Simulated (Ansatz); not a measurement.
A run of Ansatz 0.2.0 is set up as follows.

input.yaml

```yaml
crystal:
  lattice:
    - [6.839136, -3.066006, 0.0]
    - [6.839136, 3.066006, 0.0]
    - [-6.830977, 0.0, 6.847609]
  atoms:
    - { symbol: Te, position: [0.594702, 0.594702, 0.386433] }
    - { symbol: Te, position: [0.795288, 0.795288, 0.196112] }
    - { symbol: Te, position: [0.008324, 0.008324, 0.006435] }
    - { symbol: Te, position: [0.206519, 0.206519, 0.809803] }
    - { symbol: Te, position: [0.399959, 0.399959, 0.597118] }
    - { symbol: Sb, position: [0.901708, 0.901708, 0.587873] }
    - { symbol: Sb, position: [0.11187, 0.11187, 0.417352] }
    - { symbol: Ge, position: [0.284287, 0.284287, 0.18783] }
    - { symbol: Ge, position: [0.497343, 0.497343, 0.011044] }
hamiltonian:
  xc: pbesol
  pseudopotentials: { kind: paw }
kpoints:
  mp_grid: { grid: [4, 4, 3] }
  band_path:
    path:
      - [[-0.5, -0.5, 0.5], [0.0, 0.0, 0.0], [0.0, 0.0, -0.5]]
      - [[-0.5, -0.5, 0.0], [0.0, 0.0, 0.0], [0.5, 0.0, 0.0]]
      - [[0.0, -0.5, 0.5], [0.0, 0.0, 0.0], [0.5, 0.0, -0.5]]
      - [[0.0, -0.5, 0.0], [0.0, 0.0, 0.0]]
    npoints: 10
scf:
  occupations: { method: fermi_dirac, width: 0.05 }
  n_extra_bands: 22
output:
  forces: true
  stress: true
  eigenvalues: true
  fatbands: true
```

Potentials or basis: Ansatz PAW.

Command:

```bash
$ ansatz run input.yaml --threads 4 --pin off --max-ram 11264MiB --backend cpu --events-out ev --progress --plain --runs-dir out
```

Task: Estimate the band gap along the path.

Result: 0.07 eV, direct.

Task: Predict the band gap on the k mesh.

Result: 0.07 eV, direct.

Task: Predict the largest force.

Result: 0.178 eV/Å.

Forces on the atoms (eV/Å):
```
Te   0.088  0.000 -0.052
Te   0.006  0.000  0.076
Te   0.078  0.000  0.038
Te   0.045  0.000 -0.037
Te  -0.042  0.000 -0.099
Sb   0.021  0.000 -0.098
Sb   0.043  0.000  0.066
Ge  -0.177  0.000  0.015
Ge  -0.061  0.000  0.090
```

Caveat: spin-orbit coupling is left out, which moves the levels of the heavy elements; the PAW data sets come from PBE, with cores solved anew for the run's functional, which leaves a small shift of forces and pressure.
